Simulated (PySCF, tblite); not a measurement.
**C₅H₁₀NP: geometry, infrared bands and NMR shifts**

Aim: predict the infrared bands and NMR shifts of C₅H₁₀NP (`CC1=CP(N)CC1`).

Programs: tblite 0.8.0 and PySCF 2.14.0, with density-fitted response routines of our own. Each step states its level of theory. These are calculated values for one molecule in the gas phase, unless marked as measured. Atoms are numbered from 0 throughout.

## (1) The starting structure

17 atoms, charge 0, multiplicity 1; geometry from: force field or distance geometry start.

Bonds of the start (Å): C0–C1 1.50, C1–C2 1.32, C2–P3 1.85, P3–N4 1.78, P3–C5 1.91, C5–C6 1.51, C6–C1 1.47, C0–H7 1.12, C0–H8 1.10, C0–H9 1.09, C2–H10 1.09, N4–H11 1.05, N4–H12 1.06, C5–H13 1.09, C5–H14 1.09, C6–H15 1.11, C6–H16 1.12.

## (2) Geometry optimisation with GFN2-xTB

What the job is given:

```
{"job": {"kind": "relax", "xc": "GFN2-xTB", "basis": "xTB"}, "charge": 0, "multiplicity": 1}
C     -2.355400     0.559500     0.045400
C     -0.939000     0.124800    -0.195100
C     -0.006800     0.966500    -0.593500
P      1.557000    -0.011700    -0.740100
N      2.947200     0.877300    -0.072100
C      0.927900    -1.320100     0.494500
C     -0.498100    -1.257900     0.006500
H     -2.552400     0.535400     1.148500
H     -3.084900    -0.117900    -0.429900
H     -2.536000     1.580000    -0.292700
H     -0.147300     2.022600    -0.814800
H      3.189600     1.680100    -0.709500
H      2.758000     1.216300     0.913800
H      1.019600    -0.915500     1.505000
H      1.415800    -2.275700     0.319900
H     -0.519300    -1.802800    -0.962600
H     -1.183000    -1.848900     0.665700
```

Launch:

```bash
$ OMP_NUM_THREADS=1 python probes_run.py task.json out
```

One launch serves the whole session: the jobs run in the order shown.

**Question.** This job is followed by: GFN2-xTB harmonic vibrations, gas phase; GIAO PBE0/pcSseg-1 NMR shielding, non-relativistic, gas phase. Predict these results of the whole session: strongest single infrared mode (GFN2-xTB); zero-point energy (GFN2-xTB); ¹³C shifts against TMS (PBE0/pcSseg-1); ¹H shifts against TMS (PBE0/pcSseg-1, means over atoms taken as alike); ³¹P shifts against H3PO4 (PBE0/pcSseg-1); ¹⁵N shifts against NH3 (PBE0/pcSseg-1).

The runs gave:

```
                                                              quantity                               value
                             strongest single infrared mode (GFN2-xTB)                629 cm⁻¹, 201 km/mol
                                          zero-point energy (GFN2-xTB)                       88.1 kcal/mol
                                ¹³C shifts against TMS (PBE0/pcSseg-1)  157.7, 139.5, 40.4, 40.4, 23.3 ppm
¹H shifts against TMS (PBE0/pcSseg-1, means over atoms taken as alike)    5.98, 2.43, 2.17, 1.99, 1.13 ppm
                              ³¹P shifts against H3PO4 (PBE0/pcSseg-1)                            41.7 ppm
                                ¹⁵N shifts against NH3 (PBE0/pcSseg-1)                            47.2 ppm
```

**Reading.** Relaxing lowered the energy by 0.736 eV in 82 steps; the close pair that moved most is P3–N4, from 1.780 to 1.711 Å. No mode is imaginary among the 45: a minimum at this level. The strongest single mode, at 629 cm⁻¹, has its largest shares on N4, H11 and H12 (the list is cut at 3 atoms). GFN2-xTB is a fitted tight-binding method: band positions and strengths are rough. Its intensities can rank the bands wrongly. The most deshielded hydrogen is H10 (hydrogen on an alkene CH), at 5.98 ppm: olefinic region. At PBE0/pcSseg-1: The widest tensor belongs to C1: span 220 ppm, with a paramagnetic part of -234 ppm.
